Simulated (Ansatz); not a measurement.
# C₁₂H₈S: how energies converge with the basis set

One table from this session's results is given with a row withheld; the runs are named, their logs left out.

The runs use Ansatz 0.2.0, Gaussian basis; one geometry, several basis sets.

Levels to be run: PBE0-D4/def2-SVP; ωB97M-V/def2-SVP; PBE0-D4/def2-QZVPP; ωB97M-V/def2-QZVPP; the functionals' def2-TZVPP values are taken from earlier runs.

## The relaxed structure

All runs share one geometry, relaxed beforehand with PBE0-D4 in a triple-zeta def2 set.

21 atoms, charge 0, spin multiplicity 1.

Atoms are counted from 1 here; the program's logs count them from 0.

Bond lengths: C1–C2 1.396 Å, C1–C6 1.382 Å, C1–H14 1.084 Å, C2–C3 1.381 Å, C2–H15 1.084 Å, C3–C4 1.394 Å, C3–H16 1.084 Å, C4–C5 1.404 Å, C4–C13 1.443 Å, C5–C6 1.389 Å, C5–S7 1.738 Å, C6–H17 1.084 Å, S7–C8 1.738 Å, C8–C9 1.389 Å, C8–C13 1.404 Å, C9–C10 1.382 Å, C9–H18 1.084 Å, C10–C11 1.396 Å and more. Angles: C2–C1–C6 120.8°, C2–C1–H14 119.7°, C6–C1–H14 119.5°, C1–C2–C3 120.6°, C1–C2–H15 119.6°, C3–C2–H15 119.8°, C2–C3–C4 119.7°, C2–C3–H16 120.2°, C4–C3–H16 120.0°, C3–C4–C5 119.0°, C3–C4–C13 129.2°, C5–C4–C13 111.9°, C4–C5–C6 121.5°, C4–C5–S7 112.4°, C6–C5–S7 126.1°, C1–C6–C5 118.5°, C1–C6–H17 120.7°, C5–C6–H17 120.8° and more.

The first run:

File in.yaml:

```yaml
crystal:
  periodic: [false, false, false]
  atoms:
    - {symbol: C, position_ang: [-3.196364, -0.765396, -1.133450]}
    - {symbol: C, position_ang: [-2.153933, -1.411200, -1.800215]}
    - {symbol: C, position_ang: [-0.841421, -1.185053, -1.436767]}
    - {symbol: C, position_ang: [-0.554281, -0.304322, -0.395101]}
    - {symbol: C, position_ang: [-1.615032, 0.336863, 0.264890]}
    - {symbol: C, position_ang: [-2.937312, 0.112134, -0.097668]}
    - {symbol: S, position_ang: [-1.065073, 1.393119, 1.530146]}
    - {symbol: C, position_ang: [0.594606, 0.997919, 1.201068]}
    - {symbol: C, position_ang: [1.704318, 1.500620, 1.869053]}
    - {symbol: C, position_ang: [2.958931, 1.075964, 1.474556]}
    - {symbol: C, position_ang: [3.108195, 0.163197, 0.429150]}
    - {symbol: C, position_ang: [2.002820, -0.334126, -0.231719]}
    - {symbol: C, position_ang: [0.726590, 0.078843, 0.147611]}
    - {symbol: H, position_ang: [-4.221799, -0.953031, -1.429906]}
    - {symbol: H, position_ang: [-2.378366, -2.095661, -2.609714]}
    - {symbol: H, position_ang: [-0.035944, -1.689715, -1.958421]}
    - {symbol: H, position_ang: [-3.747036, 0.613074, 0.419555]}
    - {symbol: H, position_ang: [1.589190, 2.209664, 2.680295]}
    - {symbol: H, position_ang: [3.836055, 1.457731, 1.983986]}
    - {symbol: H, position_ang: [4.100717, -0.157357, 0.135408]}
    - {symbol: H, position_ang: [2.125138, -1.043257, -1.042749]}
basis:
  gaussian: {orbitals: def2-SVP}
hamiltonian: {xc: pbe0, dispersion: d4}
output: {orbitals: {seedname: orbitals}}
```

Steps of the session up to this table: PBE0-D4 in def2-SVP; ωB97M-V in def2-SVP; PBE0-D4 in def2-QZVPP; ωB97M-V in def2-QZVPP.

One of the session's tables, all rows but one given; the rest of the session is left out.

It belongs to the step «Functionals by basis». 

| functional | basis | HOMO (eV) |
| --- | --- | --- |
| PBE0-D4 | def2-SVP | -6.23 |
| PBE0-D4 | def2-TZVPP | -6.25 |
| PBE0-D4 | def2-QZVPP | -6.26 |
| ωB97M-V | def2-SVP | -8.11 |
| ωB97M-V | def2-TZVPP | -8.14 |
| ωB97M-V | def2-QZVPP | ? |

**Question.** Estimate the row for ωB97M-V, def2-QZVPP.

The run gave: HOMO (eV): -8.16. In the column «HOMO (eV)» it is the lowest.
